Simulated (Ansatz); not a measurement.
**FGeHI radical: a ladder of functionals and wavefunction methods**

The task here is to estimate one member of a computed series from the others.

The runs use Ansatz 0.2.0, Gaussian basis; functionals in def2-TZVPP, the program's frozen cores in correlated methods.

Levels to be run: LDA (SPW92), PBE-D4, revPBE-D4, BLYP-D4, r2SCAN-D4, B97M-V, PBE0-D4, B3LYP-D4, r2SCANh-D4, r2SCAN0-D4, HSE06-D4, BHLYP-D4, CAM-B3LYP-D4, LC-ωPBE, ωB97X-V, ωB97M-V, B2PLYP, PBE-QIDH; CCSD(T)/def2-SVP; CCSD(T)/def2-TZVPP; MP2/def2-QZVPP; extrapolation to the limit; RPA on PBE.

1 further run of the same task is left out (for a known fault of the program). Runs told in other sessions of the task aren't counted.

## The relaxed structure

An earlier PBE0-D4 in a triple-zeta def2 set relaxation fixed the geometry. I takes the def2 core potential; no spin-orbit term is included.

SMILES `[F][GeH][I]`, 4 atoms, charge 0, spin multiplicity 2.

Atoms are counted from 1 here; the program's logs count them from 0.

Bond lengths: F1–Ge2 1.741 Å, Ge2–I3 2.510 Å, Ge2–H4 1.560 Å. Angles: F1–Ge2–I3 107.2°, F1–Ge2–H4 104.4°, I3–Ge2–H4 110.0°.

Set-up of the first run:

in.yaml reads:

```yaml
crystal:
  periodic: [false, false, false]
  atoms:
    - {symbol: F, position_ang: [-1.455477, -0.233736, 0.778659]}
    - {symbol: Ge, position_ang: [0.014007, 0.509372, 0.211967]}
    - {symbol: I, position_ang: [1.798468, -1.255869, 0.249113]}
    - {symbol: H, position_ang: [-0.301398, 0.920033, -1.260038]}
basis:
  gaussian: {orbitals: def2-TZVPP}
magnetization: {spin_polarized: true, initial_magnetization: 1}
hamiltonian: {xc: lda}
output: {orbitals: {seedname: orbitals}}
```

Started as:

```
$ ansatz run in.yaml --threads 4 --pin off --events-out ev --progress --plain --max-ram 10444MiB
```

Among the steps run: LDA; PBE-D4 (GGA); revPBE-D4 (GGA); BLYP-D4 (GGA); r2SCAN-D4 (meta-GGA); B97M-V (meta-GGA); B3LYP-D4 (hybrid); r2SCANh-D4 (hybrid); r2SCAN0-D4 (hybrid); HSE06-D4 (hybrid); BHLYP-D4 (hybrid); CAM-B3LYP-D4 (range-separated); LC-ωPBE (range-separated); ωB97X-V (range-separated); ωB97M-V (range-separated); B2PLYP (double hybrid); PBE-QIDH (double hybrid).

One of the session's tables, all rows but one given; the rest of the session is left out.

It belongs to the step «Orbital energies across the functionals». 

| functional | HOMO (eV) | LUMO (eV) | gap (eV) |
| --- | --- | --- | --- |
| LDA (SPW92) | -5.86 | -5.07 | 0.79 |
| PBE-D4 | -5.80 | -4.72 | 1.08 |
| revPBE-D4 | -5.77 | -4.60 | 1.18 |
| BLYP-D4 | -5.63 | -4.73 | 0.89 |
| r2SCAN-D4 | -6.21 | -4.43 | 1.78 |
| B97M-V | -6.05 | -4.74 | 1.31 |
| PBE0-D4 | -6.97 | -3.90 | 3.07 |
| B3LYP-D4 | -6.71 | -4.28 | 2.43 |
| r2SCANh-D4 | ? | ? | ? |
| r2SCAN0-D4 | -7.26 | -3.67 | 3.59 |
| HSE06-D4 | -6.58 | -4.27 | 2.32 |
| BHLYP-D4 | -7.95 | -3.13 | 4.82 |
| CAM-B3LYP-D4 | -8.17 | -3.02 | 5.15 |
| LC-ωPBE | -9.51 | -1.65 | 7.86 |
| ωB97X-V | -9.07 | -2.05 | 7.02 |
| ωB97M-V | -8.92 | -2.12 | 6.80 |

Q: Estimate the row for r2SCANh-D4 from the others.

Worked estimate for «HOMO (eV)». Against the share of exact exchange, r2SCAN-D4 (0, -6.21), r2SCAN0-D4 (0.25, -7.26) give a slope of -4.20 per unit share; at 0.1 the line stands at -6.63.

The run gave: HOMO (eV): -6.63; LUMO (eV): -4.13; gap (eV): 2.50. In «HOMO (eV)» the line misses by 0.00.
